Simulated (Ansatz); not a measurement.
# AlF2H4N: the cost of one run

All numbers below are computed with Ansatz 0.2.0 (RKS BLYP/def2-SVP).

## Step 1: The structure to begin with

Bond lengths: Al1–F3 1.690 Å, Al1–F4 1.690 Å, Al1–N5 2.220 Å, N5–H6 1.060 Å, N5–H7 1.060 Å. Angles: F3–Al1–F4 120.0°, F3–Al1–N5 97.0°, F4–Al1–N5 101.2°, Al1–N5–H6 120.0°, Al1–N5–H7 120.0°, H6–N5–H7 120.0°.

As a file:

```xyz
8

Al    0.0000    0.0000    0.0000
H     0.0000    0.0000    1.9100
F     1.4635    0.0000   -0.8450
F    -1.4635    0.0000   -0.8450
N     0.0928   -2.1047    0.7000
H    -0.4256   -2.8627    0.1705
H     0.6555   -2.3517    1.5637
H     0.0453   -1.0270    1.8385
```

## Step 2: A restrained relaxation towards end A

Springs on the bonds that form and break draw the guess towards this end; the thresholds are loose.

Contents of input.yaml:

```yaml
crystal:
  periodic: [false, false, false]
  atoms:
    - { symbol: Al, position_ang: [0.0, 0.0, 0.0] }
    - { symbol: H, position_ang: [0.0, 0.0, 1.91] }
    - { symbol: F, position_ang: [1.4635, 0.0, -0.845] }
    - { symbol: F, position_ang: [-1.4635, 0.0, -0.845] }
    - { symbol: "N", position_ang: [0.0928, -2.1047, 0.7] }
    - { symbol: H, position_ang: [-0.4256, -2.8627, 0.1705] }
    - { symbol: H, position_ang: [0.6555, -2.3517, 1.5637] }
    - { symbol: H, position_ang: [0.0453, -1.027, 1.8385] }
basis:
  gaussian: { orbitals: def2-SVP }
hamiltonian:
  xc: blyp
relax:
  f_tol: 0.15
  max_steps: 25
  restrain:
    - { distance: [0, 4], at: 3.12, k: 30.0 }
    - { distance: [7, 1], at: 1.86, k: 30.0 }
    - { distance: [0, 1], at: 1.56, k: 30.0 }
    - { distance: [7, 4], at: 1.06, k: 30.0 }
```

Command:

```
> ansatz run input.yaml --threads 1 --pin off --max-ram 2048MiB --backend cpu --events-out ev --progress --plain --runs-dir out
```

**Question.** How long does this run take on 1 thread of Arm Neoverse V2, shared host, and how much memory does it need?

About 19 s, with a peak of 0.14 GiB.
